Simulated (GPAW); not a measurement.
# LaPd2 (I4/mmm) in GPAW: further runs

One crystal, LaPd2, is run at these levels: PBE; tasks: single point.

All numbers are computed with GPAW 26.7.0; they aren't measurements. Logs are shortened: lines on timing, memory, paths and dates and some standing lists are left out, and cuts for length are marked. The log counts tension as positive stress, the text compression.

### 1 The crystal as given

Symmetry: I4/mmm, No. 139, tetragonal system. Conventional cell: a = 4.008 Å, b = 4.008 Å, c = 8.943 Å, α = 90.00°, β = 90.00°, γ = 90.00°. Around La (site symmetry 4/mmm) lie 8 Pd at 3.00 Å. Around Pd (site symmetry -4m2) lie 4 Pd at 2.83 Å and 4 La at 3.00 Å.

The cell comes from a database or a generator and needn't be the stable form of this composition.

### 2 Single point, PBE

Contents of run.py:

```python
from ase.dft.bandgap import bandgap
from ase.io import read, write
from ase.units import GPa
from gpaw import GPAW, PW

atoms = read('POSCAR')

calc = GPAW(mode=PW(800),
            xc='PBE',
            kpts={'size': (9, 9, 9), 'gamma': True},
            occupations={'name': 'methfessel-paxton', 'order': 0, 'width': 0.05},
            nbands=41,
            convergence={'density': 1e-05, 'energy': 1e-05},
            maxiter=150,
            txt='gpaw.txt')
atoms.calc = calc
energy = atoms.get_potential_energy()
forces = atoms.get_forces()
stress = atoms.get_stress()
calc.write('gs.gpw')
write('result.traj', atoms)
print(f'Energy: {energy:.6f} eV')
print('Forces (eV/A):')
print(forces.round(4))
print('Stress (GPa):', (stress / GPa).round(3))
print('Fermi level:', round(calc.get_fermi_level(), 4), 'eV')
print(f'Gap: {bandgap(calc)[0]:.4f} eV, direct: {bandgap(calc, direct=True)[0]:.4f} eV')
```

Contents of POSCAR:

```
LaPd2
1.0
   -2.0038740000      2.0038740000      4.4717310000
    2.0038740000     -2.0038740000      4.4717310000
    2.0038740000      2.0038740000     -4.4717310000
La Pd
1 2
Direct
    0.0000000000      0.0000000000      0.0000000000
    0.2500000000      0.7500000000      0.5000000000
    0.7500000000      0.2500000000      0.5000000000
```

Potentials or basis: GPAW PAW data sets (gpaw-data 1.2.1), pw.

Started as:

```bash
OMP_NUM_THREADS=1 python run.py
```

gpaw.txt:

```text
__  _  _
 | _ |_)|_||  |
 |__||  | ||/\| - 26.7.0

Input parameters:
  mode=PW(ecut=800.0),
  convergence={'density': 1e-05, 'energy': 1e-05},
  kpts=MonkhorstPack(size=(9, 9, 9), gamma=True),
  maxiter=150,
  nbands=41,
  occupations=Occupations(name='methfessel-paxton', order=0, width=0.05),
  xc=XC(name='PBE')

Diagonalizing LCAO Hamiltonian
Converting LCAO to pw mode

         Pd
            Pd

       La

Atoms  # Å, Bohr magnetons
|   | symbol |         x |        y |        z |    initial magnetic moments |
|---|--------|-----------|----------|----------|-----------------------------|
| 0 |     La |  0.000000 | 0.000000 | 0.000000 | ( 0.0000,  0.0000,  0.0000) |
| 1 |     Pd |  2.003874 | 0.000000 | 2.235866 | ( 0.0000,  0.0000,  0.0000) |
| 2 |     Pd | -0.000000 | 2.003874 | 2.235866 | ( 0.0000,  0.0000,  0.0000) |

Unit cell  # Å
| periodic |         x |         y |         z |  lengths |     angles |
|----------|-----------|-----------|-----------|----------|------------|
|      yes | -2.003874 |  2.003874 |  4.471731 | 5.294091 | 135.516984 |
|      yes |  2.003874 | -2.003874 |  4.471731 | 5.294091 | 135.516984 |
|      yes |  2.003874 |  2.003874 | -4.471731 | 5.294091 |  64.727976 |

Number of symmetries: 16
Symmetry operations  # r_c * U_cc + t_c -> r_c
|    | kind |            matrix            |
|----|------|------------------------------|
|  0 |  σ   |  1, 1, 1,  0, 0,-1,  0,-1, 0 |
|  1 |  C4  |  1, 1, 1,  0, 0,-1, -1, 0, 0 |
|  2 |  E   |  1, 0, 0,  0, 1, 0,  0, 0, 1 |
|  3 |  σ   |  1, 0, 0,  0, 1, 0, -1,-1,-1 |
|  4 |  σ   |  0, 1, 0,  1, 0, 0,  0, 0, 1 |
|  5 |  C2  |  0, 1, 0,  1, 0, 0, -1,-1,-1 |
|  6 |  C2  |  0, 0, 1, -1,-1,-1,  1, 0, 0 |
|  7 |  S4  |  0, 0, 1, -1,-1,-1,  0, 1, 0 |
|  8 |  C4  |  0, 0,-1,  1, 1, 1,  0,-1, 0 |
|  9 |  σ   |  0, 0,-1,  1, 1, 1, -1, 0, 0 |
| 10 |  σ   |  0,-1, 0, -1, 0, 0,  1, 1, 1 |
| 11 |  C2  |  0,-1, 0, -1, 0, 0,  0, 0,-1 |
| 12 |  C2  | -1, 0, 0,  0,-1, 0,  1, 1, 1 |
| 13 |  i   | -1, 0, 0,  0,-1, 0,  0, 0,-1 |
| 14 |  S4  | -1,-1,-1,  0, 0, 1,  1, 0, 0 |
| 15 |  C2  | -1,-1,-1,  0, 0, 1,  0, 1, 0 |

BZ-sampling:
  Number of BZ points: 729
  Number of IBZ points: 75

  Monkhorst-Pack size: [9, 9, 9]
  Monkhorst-Pack shift: [0, 0, 0]

K-points  # in reciprocal-cell coordinates
|     |                                coordinates |     weight |
|-----|--------------------------------------------|------------|
|   0 | (  0.00000000,   0.00000000,   0.00000000) | 0.00137174 |
|   1 | (  0.11111111,  -0.11111111,   0.00000000) | 0.00548697 |
|   2 | (  0.11111111,  -0.11111111,   0.11111111) | 0.00548697 |
|   3 | (  0.11111111,   0.00000000,   0.00000000) | 0.01097394 |
|   4 | (  0.11111111,   0.11111111,  -0.11111111) | 0.00274348 |
|   5 | (  0.22222222,  -0.22222222,   0.00000000) | 0.00548697 |
|   6 | (  0.22222222,  -0.22222222,   0.11111111) | 0.01097394 |
|   7 | (  0.22222222,  -0.22222222,   0.22222222) | 0.00548697 |
|   8 | (  0.22222222,  -0.11111111,   0.00000000) | 0.02194787 |
|   9 | (  0.22222222,  -0.11111111,   0.11111111) | 0.01097394 |
| ... |                                            |            |
|  74 | (  0.44444444,   0.44444444,   0.44444444) | 0.01097394 |

Plane wave coefficients: 3712
Cutoff: 800.0 eV

Spin-components: 1 (collinear spins)
Bands:           41
Projectors:      20
Spin-degeneracy: 2
Datatype:        complex128

Parallelization:
  kpt:    1
  domain: 1
  band:   1

Density:
  Valence electrons: 43.0
  Components: 1
  Grid points: [35 35 35]
  Charge: 0.0  # |e|

Potential:
  Grid points: [35 35 35]

species:
  La:
    name:    Lanthanum
    Z:       57.0
    valence: 11
    core:    46
    charge:  0.0  # [|e|]
    compensation charges:
      type: gauss
      rc: 0.35  # [Å]
      lmax: 2
    cutoffs:
      filter: 1.17  # [Å]
      core: 2.19  # [Å]
    projectors
    | kind |    occ | energy [eV] | rcut [Å] |
    |------|--------|-------------|----------|
    |   5s |  2.000 |     -38.923 |    1.164 |
    |   6s |  2.000 |      -3.679 |    1.164 |
    |   5p |  6.000 |     -22.400 |    1.164 |
    |   6p |  0.000 |      -1.352 |    1.164 |
    |   5d |  1.000 |      -3.090 |    1.164 |
    |   4f |  0.000 |      -4.340 |    1.164 |
    |    d |        |      24.122 |    1.164 |
    |    f |        |      22.872 |    1.164 |

    Using partial waves for La as LCAO basis

  Pd:
    name:    Palladium
    Z:       46.0
    valence: 16
    core:    30
    charge:  0.0  # [|e|]
    compensation charges:
      type: gauss
      rc: 0.38  # [Å]
      lmax: 2
    cutoffs:
      filter: 2.38  # [Å]
      core: 2.28  # [Å]
    projectors
    | kind |    occ | energy [eV] | rcut [Å] |
    |------|--------|-------------|----------|
    |   5s |  0.000 |      -3.315 |    1.228 |
    |   4p |  6.000 |     -51.209 |    1.360 |
    |   5p |  0.000 |      -0.314 |    1.360 |
    |   4d | 10.000 |      -4.047 |    1.228 |
    |    s |        |      23.896 |    1.228 |
    |    d |        |      23.165 |    1.228 |

    Using partial waves for Pd as LCAO basis

Reference energy: -505568.104157  # eV

eigensolver:
  PPCG
  Converge bands: occupied
  niter=2

density mixing:
  MSR1-Mixer
  Pratt-step length: 0.05
  Maximum mixing coefficient: 0.75
  Old densities: 10
  SVD Regularization: 0.005
  Good broyden scale: 1.0
  Trust region scale: 1.0
  Backstep threshold: 4.0
  History deletion threshold: 6.0
  Fourier metric: weight=20.0, sigma=0.015

occupation numbers:
  Methfessel-Paxton:
    width: 0.0500  # eV
    order: 0

poisson solver:
  ecut: 6400.0  # eV

xc functional:
  name: PBE with 2 nearest neighbor stencil

convergence criteria:
- Maximum integral of absolute [dens]ity change: 1e-05 electrons / valence electron
- Maximum [total energy] change in last 3 cyles: 1e-05 eV / valence electron
- Maximum integral of absolute [eigenst]ate change: 4e-08 eV^2 / valence electron
maximum number of iterations: 150

SCF iterations
|iter     | |      energy | eigst |  dens |
|---------|-|-------------|-------|-------|
|iter:   1| |  -19.735716 | +0.25 |       |
|iter:   2| |  -16.106809 | -1.25 | -0.73 |
|iter:   3| |  -14.663581 | -1.36 | -1.00 |
|iter:   4| |  -14.265681 | -1.46 | -1.28 |
|iter:   5| |  -14.231317 | -2.49 | -1.75 |
|iter:   6| |  -14.211484 | -2.74 | -1.98 |
|iter:   7| |  -14.211085 | -3.87 | -2.54 |
|iter:   8| |  -14.211083c| -4.91 | -3.02 |
|iter:   9| |  -14.211064c| -5.76 | -3.55 |
|iter:  10| |  -14.211064c| -6.80 | -4.25 |
|iter:  11| |  -14.211063c| -7.29 | -4.52 |
|iter:  12| |  -14.211063c| -7.48c| -4.89 |
|iter:  13| |  -14.211063c| -7.94c| -5.40c|

Converged in 13 steps
Energy contributions relative to reference atoms: (reference = -505568.104157)

Energy contributions:
  Kinetic:           2.798448
  Coulomb:          -9.257506
  Zero:             -0.871317
  External:          0.000000
  Xc:               -6.879760
  Entropy:          -0.001856
  Spinorbit:         0.000000
  ----------------------------
  Free energy:     -14.211991
  Extrapolated:    -14.211063

dipole moment: (-12.818858, -12.818858, -28.605833)  # |e|*Ang

Fermi level: 8.702
Eigenvalues  # (at kpt = [0.000, 0.000, 0.000])
| band index |      eig [eV] | occ [0-2] |
|------------|---------------|-----------|
|          0 |       -41.505 |     2.000 |
|        ... |               |           |
|         14 |         5.686 |     2.000 |
|         15 |         5.686 |     2.000 |
|         16 |         6.374 |     2.000 |
|         17 |         6.613 |     2.000 |
|         18 |         6.613 |     2.000 |
|         19 |         7.643 |     2.000 |
[... 8 lines left out ...]
|         28 |        10.976 |     0.000 |
|         29 |        10.996 |     0.000 |
|        ... |               |           |
|         40 |        20.996 |     0.000 |

No gap
No difference between direct/indirect transitions

Forces  # eV/Ang
|        x |        y |       z |
|----------|----------|---------|
| -0.00000 | -0.00000 | 0.00000 |  # La   0
|  0.00000 |  0.00000 | 0.00000 |  # Pd   1
|  0.00000 |  0.00000 | 0.00000 |  # Pd   2

Stress tensor  # eV/Ang^3
|        x |        y |         z |
|----------|----------|-----------|
| 0.001870 | 0.000000 |  0.000000 |
| 0.000000 | 0.001870 |  0.000000 |
| 0.000000 | 0.000000 | -0.001382 |

# Writing to gs.gpw (mode='')
```

Wall time 7.1 min (1 thread of Arm Neoverse V1, shared host); peak memory 0.46 GiB.

Results:

```
Free energy            : -14.2120 eV
Pressure               : -0.1 GPa
Band gap on the k mesh : none (metal or under the smearing width)
```

Stress tensor (GPa, compression positive):
```
-0.30  0.00  0.00
 0.00 -0.30  0.00
 0.00  0.00  0.22
```

Levels at points of the mesh, in eV from the Fermi level:
```tsv
k point	band 17	band 18	band 19	band 20	band 21	band 22	band 23	band 24	band 25	band 26
(0.00, 0.00, 0.00)	-2.33	-2.09	-2.09	-1.06	-0.24	-0.16	1.63	1.70	1.70	2.04
```

Caveat: one-centre terms of the f shell are cut off. The run has no spin-orbit coupling, so splittings on La are missing.

### 3 Single point, PBE

Edit run.py of step 2 so:

```diff
@@ -5,3 +5,3 @@
 
-atoms = read('POSCAR')
+atoms = read('LaPd2.xyz')
 
@@ -10,3 +10,3 @@
             kpts={'size': (9, 9, 9), 'gamma': True},
-            occupations={'name': 'methfessel-paxton', 'order': 0, 'width': 0.05},
+            occupations={'name': 'methfessel-paxton', 'order': 0, 'width': 0.1},
             nbands=41,
```

Contents of LaPd2.xyz:

```xyz
3
Lattice="-2.0038740000 2.0038740000 4.4717310000 2.0038740000 -2.0038740000 4.4717310000 2.0038740000 2.0038740000 -4.4717310000" Properties=species:S:1:pos:R:3 pbc="T T T"
La     0.0000000000      0.0000000000      0.0000000000
Pd     2.0038740000      0.0000000000      2.2358655000
Pd     0.0000000000      2.0038740000      2.2358655000
```

Potentials or basis: GPAW PAW data sets (gpaw-data 1.2.1), pw.

Started as:

```bash
OMP_NUM_THREADS=1 python run.py
```

gpaw.txt:

```text
__  _  _
 | _ |_)|_||  |
 |__||  | ||/\| - 26.7.0

Input parameters:
  mode=PW(ecut=800.0),
  convergence={'density': 1e-05, 'energy': 1e-05},
  kpts=MonkhorstPack(size=(9, 9, 9), gamma=True),
  maxiter=150,
  nbands=41,
  occupations=Occupations(name='methfessel-paxton', order=0, width=0.1),
  xc=XC(name='PBE')

Diagonalizing LCAO Hamiltonian
Converting LCAO to pw mode

         Pd
            Pd

       La

Atoms  # Å, Bohr magnetons
|   | symbol |        x |        y |        z |    initial magnetic moments |
|---|--------|----------|----------|----------|-----------------------------|
| 0 |     La | 0.000000 | 0.000000 | 0.000000 | ( 0.0000,  0.0000,  0.0000) |
| 1 |     Pd | 2.003874 | 0.000000 | 2.235866 | ( 0.0000,  0.0000,  0.0000) |
| 2 |     Pd | 0.000000 | 2.003874 | 2.235866 | ( 0.0000,  0.0000,  0.0000) |

Unit cell  # Å
| periodic |         x |         y |         z |  lengths |     angles |
|----------|-----------|-----------|-----------|----------|------------|
[... 178 lines left out ...]
Energy contributions relative to reference atoms: (reference = -505568.104157)

Energy contributions:
  Kinetic:           2.709444
  Coulomb:          -9.166133
  Zero:             -0.871304
  External:          0.000000
  Xc:               -6.878585
  Entropy:          -0.008479
  Spinorbit:         0.000000
  ----------------------------
  Free energy:     -14.215057
  Extrapolated:    -14.210818

dipole moment: (-12.818481, -12.818481, -28.604991)  # |e|*Ang

Fermi level: 8.698
Eigenvalues  # (at kpt = [0.000, 0.000, 0.000])
| band index |      eig [eV] | occ [0-2] |
|------------|---------------|-----------|
|          0 |       -41.505 |     2.000 |
|        ... |               |           |
|         14 |         5.687 |     2.000 |
|         15 |         5.687 |     2.000 |
|         16 |         6.374 |     2.000 |
|         17 |         6.614 |     2.000 |
|         18 |         6.614 |     2.000 |
|         19 |         7.644 |     2.000 |
[... 8 lines left out ...]
|         28 |        10.978 |     0.000 |
|         29 |        10.997 |     0.000 |
|        ... |               |           |
|         40 |        20.999 |     0.000 |

No gap
No difference between direct/indirect transitions

Forces  # eV/Ang
|        x |       y |       z |
|----------|---------|---------|
| -0.00000 | 0.00000 | 0.00000 |  # La   0
|  0.00000 | 0.00000 | 0.00000 |  # Pd   1
|  0.00000 | 0.00000 | 0.00000 |  # Pd   2

Stress tensor  # eV/Ang^3
|        x |        y |         z |
|----------|----------|-----------|
| 0.001862 | 0.000000 |  0.000000 |
| 0.000000 | 0.001862 |  0.000000 |
| 0.000000 | 0.000000 | -0.000653 |

# Writing to gs.gpw (mode='')
```

Run time: 7.1 min. Hardware: 1 thread of Arm Neoverse V1, shared host; peak memory 0.46 GiB.

What came out:

| Quantity | Value |
| --- | --- |
| Free energy | -14.2151 eV |
| Pressure | -0.2 GPa |
| Band gap on the k mesh | none (metal or under the smearing width) |

Stress tensor (GPa, compression positive):
```
-0.30  0.00  0.00
 0.00 -0.30  0.00
 0.00  0.00  0.10
```

Caveat: one-centre terms of the f shell are cut off. Spin-orbit coupling is left out, which matters for the levels of La.
